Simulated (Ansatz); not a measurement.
**SrRe (CsCl type): how the settings move a single-point run**

Aim: see which settings change the result for SrRe (CsCl type), by how much, and at what cost.

Method: reference: DFT PBE, scalar-relativistic, plane waves, PAW, in Ansatz 0.2.0.

1 further run of the same task is left out (it didn't finish). Runs told in other sessions of the task aren't counted.

### Step 1. The system as given

The structure is cubic, space group Pm-3m (No. 221). The conventional cell has a = 3.638 Å, b = 3.638 Å, c = 3.638 Å, α = 90.00°, β = 90.00°, γ = 90.00°. Sr (site symmetry m-3m) is surrounded by 8 Re at 3.15 Å. Re (site symmetry m-3m) has 8 Sr at 3.15 Å in its first shell of neighbours.

Coordinates:

```cif
data_structure
_symmetry_space_group_name_H-M 'Pm-3m'
_symmetry_Int_Tables_number 221
_cell_length_a 3.6380
_cell_length_b 3.6380
_cell_length_c 3.6380
_cell_angle_alpha 90.000
_cell_angle_beta 90.000
_cell_angle_gamma 90.000
_cell_volume 48.15
loop_
_atom_site_label
_atom_site_type_symbol
_atom_site_symmetry_multiplicity
_atom_site_Wyckoff_symbol
_atom_site_fract_x
_atom_site_fract_y
_atom_site_fract_z
_atom_site_occupancy
Sr1 Sr 1 a 0.00000 0.00000 0.00000 1
Re1 Re 1 b 0.50000 0.50000 0.50000 1
```

### Step 2. Reference

Input file input.yaml:

```yaml
crystal:
  lattice:
    - [3.6380263064, 0.0, 0.0]
    - [0.0, 3.6380263064, 0.0]
    - [0.0, 0.0, 3.6380263064]
  atoms:
    - { symbol: Sr, position: [0.0, 0.0, 0.0] }
    - { symbol: Re, position: [0.5, 0.5, 0.5] }
basis:
  ecutwfc: 420
  ecutrho_ratio: 4
kpoints:
  mp_grid: { grid: [10, 10, 10] }
hamiltonian:
  xc: pbe
scf:
  occupations: { method: gaussian, width: 0.05 }
output:
  forces: true
  stress: true
  eigenvalues: true
```

Run with:

```
ansatz run input.yaml --threads 2 --pin off --max-ram 2662MiB --backend cpu --events-out ev --progress --plain --runs-dir out
```

### Step 3. Variant: mp_grid.shift [0.5, 0.5, 0.5], accuracy high

Edit input.yaml of step 2 so:

```diff
@@ -12,3 +12,3 @@
 kpoints:
-  mp_grid: { grid: [10, 10, 10] }
+  mp_grid: { grid: [10, 10, 10], shift: [0.5, 0.5, 0.5] }
 hamiltonian:
@@ -20,2 +20,6 @@
   stress: true
-  eigenvalues: true
+  write_density: true
+  write_potential: true
+  elf: true
+  volumetric_format: npy
+accuracy: high
```

### Step 4. Changing settings: xc pbesol, mixing.algorithm broyden, mixing.beta 0.1

Edit input.yaml of step 2 so:

```diff
@@ -14,5 +14,6 @@
 hamiltonian:
-  xc: pbe
+  xc: pbesol
 scf:
   occupations: { method: gaussian, width: 0.05 }
+  mixing: { algorithm: broyden, beta: 0.1 }
 output:
@@ -20,2 +21 @@
   stress: true
-  eigenvalues: true
```

### Step 5. Changing settings: xc_grid 1, xc lda

Edit input.yaml of step 2 so:

```diff
@@ -11,2 +11,3 @@
   ecutrho_ratio: 4
+  xc_grid: 1
 kpoints:
@@ -14,3 +15,3 @@
 hamiltonian:
-  xc: pbe
+  xc: lda
 scf:
@@ -20,2 +21 @@
   stress: true
-  eigenvalues: true
```

### Step 6. Changed: ecutwfc 450 eV, xc pbesol

Edit input.yaml of step 2 so:

```diff
@@ -9,3 +9,3 @@
 basis:
-  ecutwfc: 420
+  ecutwfc: "450 eV"
   ecutrho_ratio: 4
@@ -14,3 +14,3 @@
 hamiltonian:
-  xc: pbe
+  xc: pbesol
 scf:
@@ -20,2 +20 @@
   stress: true
-  eigenvalues: true
```

### Step 7. Changed: ecutrho_ratio 12, pseudopotentials.kind nc, pseudopotentials.accuracy standard, occupations.method tetrahedron, width left out

Edit input.yaml of step 2 so:

```diff
@@ -10,3 +10,3 @@
   ecutwfc: 420
-  ecutrho_ratio: 4
+  ecutrho_ratio: 12
 kpoints:
@@ -15,4 +15,5 @@
   xc: pbe
+  pseudopotentials: { kind: nc, accuracy: standard }
 scf:
-  occupations: { method: gaussian, width: 0.05 }
+  occupations: { method: tetrahedron }
 output:
@@ -20,2 +21 @@
   stress: true
-  eigenvalues: true
```

What does the calculation give? Wanted: for each run, ending; energy change; pressure; gap; force.

As calculated:

| run | ending | energy change | pressure (GPa) | gap (eV) | force (eV/Å) | cycles | time |
| --- | --- | --- | --- | --- | --- | --- | --- |
| reference | converged | 0 | 0.0 | 0.00 | 0.00 | 6 | 1.3 s |
| 1: mp_grid.shift [0.5, 0.5, 0.5], accuracy high | converged | +11.9 meV/atom | -0.1 | 0.00 | 0.00 | 9 | 1.6 s |
| 2: xc pbesol, mixing.algorithm broyden, mixing.beta 0.1 | converged | not comparable | -3.9 | 0.00 | 0.00 | 11 | 1.8 s |
| 3: xc_grid 1, xc lda | converged | not comparable | -6.2 | 0.00 | 0.00 | 6 | 1.3 s |
| 4: ecutwfc 450 eV, xc pbesol | converged | not comparable | -3.9 | 0.00 | 0.00 | 6 | 1.4 s |
| 5: ecutrho_ratio 12, pseudopotentials.kind nc, pseudopotentials.accuracy standard, occupations.method tetrahedron, width left out | converged | not comparable | -0.1 | 0.00 | 0.00 | 8 | 1.6 s |

Times don't compare one to one where runs were asked for different outputs or read a saved state (see the inputs); cycles may leave out searches for a lower state.

Residual by cycle in the longest SCF loop of each run; runs are numbered as in the table. The quantity is the density residual dr2, in eV.

| cycle | reference | run 1 | run 2 | run 3 | run 4 | run 5 |
| --- | --- | --- | --- | --- | --- | --- |
| 1 | 0.0778 | 0.0639 | 0.0552 | 0.101 | 0.0552 | 6.72 |
| 2 | 0.00691 | 0.00433 | 0.039 | 0.00874 | 0.00629 | 0.128 |
| 3 | 9.0e-4 | 7.4e-4 | 0.00384 | 0.00109 | 7.9e-4 | 0.0363 |
| 4 | 1.4e-5 | 9.9e-6 | 0.00265 | 1.7e-5 | 1.7e-5 | 6.4e-4 |
| 5 | 6.9e-7 | 1.8e-7 | 1.6e-4 | 1.0e-6 | 3.4e-7 | 4.4e-5 |
| 6 | 2.1e-8 | 1.4e-8 | 7.1e-5 | 3.4e-8 | 3.2e-8 | 2.4e-6 |
| 7 | - | 7.4e-10 | 8.8e-6 | - | - | 1.2e-7 |
| 8 | - | 4.1e-11 | 2.7e-6 | - | - | 2.3e-9 |
| 9 | - | 9.2e-13 | 2.6e-7 | - | - | - |
| 10 | - | - | 3.3e-7 | - | - | - |
| 11 | - | - | 5.7e-9 | - | - | - |

**Reading.** «mp_grid.shift [0.5, 0.5, 0.5], accuracy high» moves the energy by +11.9 meV/atom. Run 5 ran under the cutoff that the potentials recommend, as the log warns, so basis error is mixed into its values, and swamps them where the cutoff is far short.
